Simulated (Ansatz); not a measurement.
# SiTe2: a short molecular-dynamics run, part 1 of 2

A trajectory of SiTe2, a randomly packed cell with 6 atoms that was not relaxed first: 60 steps of 1 fs under a Nosé-Hoover thermostat at 600 K.

All numbers below are computed with Ansatz 0.2.0 (DFT PBE, plane waves, PAW, scalar-relativistic, no spin polarisation).

**1. Starting point**

The cell holds 6 atoms (Si2Te4): a = 5.473 Å, b = 7.274 Å, c = 5.904 Å, α = 73.80°, β = 91.21°, γ = 95.00°.

As a file:

```
Te Si
1.0
     5.39667   -0.82056   -0.39296
     0.52559    7.17815    1.05044
     0.41783    0.78387    5.83693
Te Si
4 2
Direct
  0.76155 0.14086 0.67688
  0.77742 0.60240 0.77674
  0.21116 0.51600 0.39429
  0.28314 0.25468 0.98657
  0.70982 0.80967 0.20405
  0.21656 0.93570 0.51081
```

**2. Dynamics**

Input file input.yaml:

```yaml
crystal:
  lattice:
    - [5.396668, -0.820564, -0.392961]
    - [0.525594, 7.178154, 1.050439]
    - [0.417825, 0.783868, 5.83693]
  atoms:
    - { symbol: Te, position: [0.76155, 0.140863, 0.676881] }
    - { symbol: Te, position: [0.77742, 0.602401, 0.776739] }
    - { symbol: Te, position: [0.211159, 0.516003, 0.394293] }
    - { symbol: Te, position: [0.283135, 0.25468, 0.986575] }
    - { symbol: Si, position: [0.709823, 0.809673, 0.204047] }
    - { symbol: Si, position: [0.216557, 0.935697, 0.510814] }
kpoints:
  mp_grid: { grid: [3, 2, 3] }
magnetization:
  spin_polarized: false
scf:
  occupations: { method: gaussian, width: 0.1 }
  eigensolver: { kind: davidson }
hamiltonian:
  pseudopotentials: { kind: paw }
  xc: pbe
basis:
  ecutwfc: 420
  ecutrho_ratio: 4
  precision: f64
md:
  timestep: 1.0
  n_steps: 60
  ensemble: nvt_nose_hoover
  temperature: 600.0
  initial_velocities: maxwell_boltzmann
  seed: 799671
```

Run with:

```console
> ansatz run input.yaml --threads 2 --pin off --max-ram 2560MiB --backend cpu --events-out ev --progress --plain --runs-dir out
```

Output:

```text
Warning: md: disabling space-group detection — thermal motion breaks the input geometry's symmetry, so no spatial operation reduces the k-mesh or symmetrises the density; time reversal is kept, so that k and −k are solved as one point where they differ and the mesh holds both, and exact exchange and, on two spinor components, a DFT+U term hold to it where the run has them: on two components no moment then forms, and a state that bears one, which a typed moment (crystal.atoms[].spin; refused beside efield: under a hybrid functional) reaches, can lie lower, under hf by electronvolts; crystal.symmetry.detect: false (a key that needs symmetry detection or time reversal refuses this as the deck is read) with time_reversal: false beside it drops time reversal too
Warning: RAYON_NUM_THREADS=2 ignored (pool sized by the plan → 2); use --threads N
Engine: ansatz 0.2.0, aarch64-unknown-linux-gnu
Pseudopotentials: kind: paw
Pseudopotential: Te, paw, valence charge 16, recommended cutoff 420 eV (normal), Te.paw.azcp
Pseudopotential: Si, paw, valence charge 4, recommended cutoff 420 eV (normal), Si.paw.azcp
Functional definition: PBE
  parameter kappa = 0.804
  parameter beta = 0.06672455060314922
  exchange = pbe_x(kappa = kappa, mu = beta*pi^2/3)
  correlation = pbe_c(beta = beta)
Crystal: 6 atoms, lattice volume = 224.842 Å³
Basis set: ecut = 420 eV, 4403 PW (Γ), exchange–correlation on 80×100×80 points (8 copies of the dense FFT grid, shifted against one another)
Bands: 44, of which v1, the nominal top of the filled ones, is band 36 counted from 1 (35 counted from 0)
Symmetry: 1 space group operations
k-points: 10 of 18 (time reversal used)
Non-local potential: Te, projectors of the file, l = 0: 2, l = 1: 2, l = 2: 2, l = 3: 2
Non-local potential: Si, projectors of the file, l = 0: 2, l = 1: 2, l = 2: 2
PAW form: soft (Blöchl's): semilocal exchange-correlation on the pseudo side does not see the compensation charge
PAW one-centre angular grid: Te, 590 points (default); XC on 64 Gauss nodes
PAW one-centre angular grid: Si, 110 points (default); XC on 64 Gauss nodes
Initial density: superposition of atomic densities (neutral atoms: chi_scale 0, normalization atom), corrected by the library's trained network
Initial wavefunctions: pseudopotential atomic-orbital guess
Functional: x = pbe(κ = 0.804, μ = 0.2195149727645171), c = pbe(β = 0.06672455060314922)
SCF iter   1: F=—  HF=-29186.388970 eV  |F-HF|=—  |Δ(HF+E_count)|=         —  Δρ=2.11e-3  dr2=1.85e-2  ethr=1.77e-3  ⟨swp⟩=6.0  Hψ=1674  notcnv=0
preconditioner: auto → LDOS  [metal: Δε(μ)=0.091 eV  Ē_g=6.207 eV  σ=0.100 eV  W_gap=0.44  n_scr=42 (ndim 8)  ℏωp=14.0 eV  f_vac=0.037  D(μ)=5.49/eV (n_scr^D=34)  β→1.0]
SCF iter   2: F=—  HF=-29186.390948 eV  |F-HF|=—  |Δ(HF+E_count)|=   1.98e-3  Δρ=9.37e-4  dr2=2.57e-3  ethr=2.57e-5  ⟨swp⟩=3.0  Hψ=1037  notcnv=0
SCF iter   3: F=—  HF=-29186.390780 eV  |F-HF|=—  |Δ(HF+E_count)|=   1.68e-4  Δρ=3.03e-4  dr2=2.92e-4  ethr=3.58e-6  ⟨swp⟩=3.0  Hψ=1140  notcnv=0
iter 4 solved again at ethr=3.20e-8 eV; its pass at ethr=4.06e-7 eV (dr2=2.30e-5 eV) is discarded
SCF iter   4: F=—  HF=-29186.390740 eV  |F-HF|=—  |Δ(HF+E_count)|=   4.03e-5  Δρ=8.20e-5  dr2=2.33e-5  ethr=3.20e-8  ⟨swp⟩=3.0  Hψ=1926  notcnv=0
SCF iter   5: F=—  HF=-29186.390717 eV  |F-HF|=—  |Δ(HF+E_count)|=   2.29e-5  Δρ=2.08e-5  dr2=1.90e-6  ethr=3.20e-8  ⟨swp⟩=3.0  Hψ=949  notcnv=0
SCF iter   6: F=—  HF=-29186.390718 eV  |F-HF|=—  |Δ(HF+E_count)|=   2.44e-7  Δρ=6.68e-6  dr2=2.01e-7  ethr=2.64e-9  ⟨swp⟩=3.2  Hψ=971  notcnv=0
SCF iter   7: F=—  HF=-29186.390718 eV  |F-HF|=—  |Δ(HF+E_count)|=   4.66e-8  Δρ=2.09e-6  dr2=1.62e-8  ethr=2.79e-10  ⟨swp⟩=3.1  Hψ=996  notcnv=0
SCF iter   8: F=-29186.390718 eV  HF=-29186.390718 eV  |F-HF|=1.75e-9  |Δ(HF+E_count)|=  4.11e-10  Δρ=7.13e-7  dr2=2.75e-9  ethr=2.25e-11  ⟨swp⟩=3.4  Hψ=1114  notcnv=0
SCF 1 converged in 8 iterations: F = -29186.390718 eV  dr2 = 2.75e-9
  Residual-converged pass: ⟨swp⟩=4.0  Hψ=1061  notcnv=0  max |occ|·‖R‖ = 1.5e-6 eV (tolerance 1.6e-6 eV)  dr2=2.74e-9  dr2_onsite=1.52e-10  max |Δocc| = 1.2e-7
md step     0: t =     0.00 fs  T =   600.0 K  F+E_penalty+E_count = -29186.39071761 eV  E_kin = 0.387780 eV  conserved = -29186.00293762 eV  (8 SCF iters)
Initial density: handed on by an earlier stage of this run
Initial wavefunctions: those handed on with the density
iter 1 solved again at ethr=2.00e-6 eV; its pass at ethr=1.00e-1 eV (dr2=1.44e-3 eV) is discarded
SCF iter   1: F=—  HF=-29186.395313 eV  |F-HF|=—  |Δ(HF+E_count)|=         —  Δρ=1.02e-4  dr2=3.98e-5  ethr=2.00e-6  ⟨swp⟩=5.0  Hψ=2602  notcnv=0
preconditioner: auto → LDOS  [metal: Δε(μ)=0.083 eV  Ē_g=6.205 eV  σ=0.100 eV  W_gap=0.40  n_scr=42 (ndim 8)  ℏωp=14.0 eV  f_vac=0.037  D(μ)=5.53/eV (n_scr^D=34)  β→1.0]
SCF iter   2: F=—  HF=-29186.395285 eV  |F-HF|=—  |Δ(HF+E_count)|=   2.76e-5  Δρ=4.06e-5  dr2=5.83e-6  ethr=5.53e-8  ⟨swp⟩=3.0  Hψ=949  notcnv=0
SCF iter   3: F=—  HF=-29186.395285 eV  |F-HF|=—  |Δ(HF+E_count)|=   3.55e-7  Δρ=1.52e-5  dr2=7.71e-7  ethr=8.09e-9  ⟨swp⟩=3.0  Hψ=1055  notcnv=0
SCF iter   4: F=—  HF=-29186.395284 eV  |F-HF|=—  |Δ(HF+E_count)|=   9.75e-8  Δρ=4.99e-6  dr2=9.76e-8  ethr=1.07e-9  ⟨swp⟩=3.0  Hψ=985  notcnv=0
SCF iter   5: F=—  HF=-29186.395284 eV  |F-HF|=—  |Δ(HF+E_count)|=   9.91e-9  Δρ=1.30e-6  dr2=9.92e-9  ethr=1.36e-10  ⟨swp⟩=3.0  Hψ=968  notcnv=0
iter 6 solved again at ethr=1.11e-12 eV; its pass at ethr=1.38e-11 eV (dr2=7.98e-10 eV) is discarded
SCF iter   6: F=-29186.395284 eV  HF=-29186.395284 eV  |F-HF|=5.17e-10  |Δ(HF+E_count)|=  2.91e-10  Δρ=4.30e-7  dr2=7.83e-10  ethr=1.11e-12  ⟨swp⟩=3.0  Hψ=1857  notcnv=0
SCF 2 converged in 6 iterations: F = -29186.395284 eV  dr2 = 7.83e-10
  Residual-converged pass: ⟨swp⟩=3.0  Hψ=904  notcnv=0  max |occ|·‖R‖ = 1.4e-6 eV (tolerance 1.6e-6 eV)  dr2=7.77e-10  dr2_onsite=7.36e-11  max |Δocc| = 2.6e-11
md step     1: t =     1.00 fs  T =   607.1 K  F+E_penalty+E_count = -29186.39528443 eV  E_kin = 0.392347 eV  conserved = -29186.00293768 eV  (6 SCF iters)
iter 1 solved again at ethr=2.01e-6 eV; its pass at ethr=1.00e-1 eV (dr2=1.44e-3 eV) is discarded
SCF iter   1: F=—  HF=-29186.400360 eV  |F-HF|=—  |Δ(HF+E_count)|=         —  Δρ=1.03e-4  dr2=4.05e-5  ethr=2.01e-6  ⟨swp⟩=5.0  Hψ=2603  notcnv=0
preconditioner: auto → LDOS  [metal: Δε(μ)=0.085 eV  Ē_g=6.207 eV  σ=0.100 eV  W_gap=0.41  n_scr=42 (ndim 8)  ℏωp=14.0 eV  f_vac=0.037  D(μ)=5.49/eV (n_scr^D=34)  β→1.0]
SCF iter   2: F=—  HF=-29186.400333 eV  |F-HF|=—  |Δ(HF+E_count)|=   2.66e-5  Δρ=4.10e-5  dr2=6.08e-6  ethr=5.62e-8  ⟨swp⟩=3.0  Hψ=955  notcnv=0
SCF iter   3: F=—  HF=-29186.400333 eV  |F-HF|=—  |Δ(HF+E_count)|=   3.97e-7  Δρ=1.49e-5  dr2=7.54e-7  ethr=8.44e-9  ⟨swp⟩=3.0  Hψ=1042  notcnv=0
SCF iter   4: F=—  HF=-29186.400333 eV  |F-HF|=—  |Δ(HF+E_count)|=   8.65e-8  Δρ=4.86e-6  dr2=9.30e-8  ethr=1.05e-9  ⟨swp⟩=3.0  Hψ=979  notcnv=0
iter 5 solved again at ethr=1.27e-11 eV; its pass at ethr=1.29e-10 eV (dr2=9.17e-9 eV) is discarded
SCF iter   5: F=—  HF=-29186.400333 eV  |F-HF|=—  |Δ(HF+E_count)|=   8.12e-9  Δρ=1.29e-6  dr2=8.94e-9  ethr=1.27e-11  ⟨swp⟩=3.0  Hψ=1815  notcnv=0
SCF iter   6: F=-29186.400333 eV  HF=-29186.400333 eV  |F-HF|=7.06e-10  |Δ(HF+E_count)|=  8.08e-10  Δρ=4.31e-7  dr2=9.78e-10  ethr=1.24e-11  ⟨swp⟩=3.0  Hψ=895  notcnv=0
SCF 3 converged in 6 iterations: F = -29186.400333 eV  dr2 = 9.78e-10
  Residual-converged pass: ⟨swp⟩=4.0  Hψ=1023  notcnv=0  max |occ|·‖R‖ = 1.5e-6 eV (tolerance 1.6e-6 eV)  dr2=9.64e-10  dr2_onsite=3.37e-11  max |Δocc| = 2.8e-11
md step     2: t =     2.00 fs  T =   614.9 K  F+E_penalty+E_count = -29186.40033296 eV  E_kin = 0.397394 eV  conserved = -29186.00293773 eV  (6 SCF iters)
[... from here on, the SCF cycles and remarks between the steps are left out ...]
md step     3: t =     3.00 fs  T =   623.4 K  F+E_penalty+E_count = -29186.40586231 eV  E_kin = 0.402920 eV  conserved = -29186.00293775 eV  (6 SCF iters)
md step     4: t =     4.00 fs  T =   632.7 K  F+E_penalty+E_count = -29186.41187202 eV  E_kin = 0.408924 eV  conserved = -29186.00293775 eV  (6 SCF iters)
md step     5: t =     5.00 fs  T =   642.7 K  F+E_penalty+E_count = -29186.41836200 eV  E_kin = 0.415403 eV  conserved = -29186.00293773 eV  (2 SCF iters)
```

(Continued in part 2 of 2.)
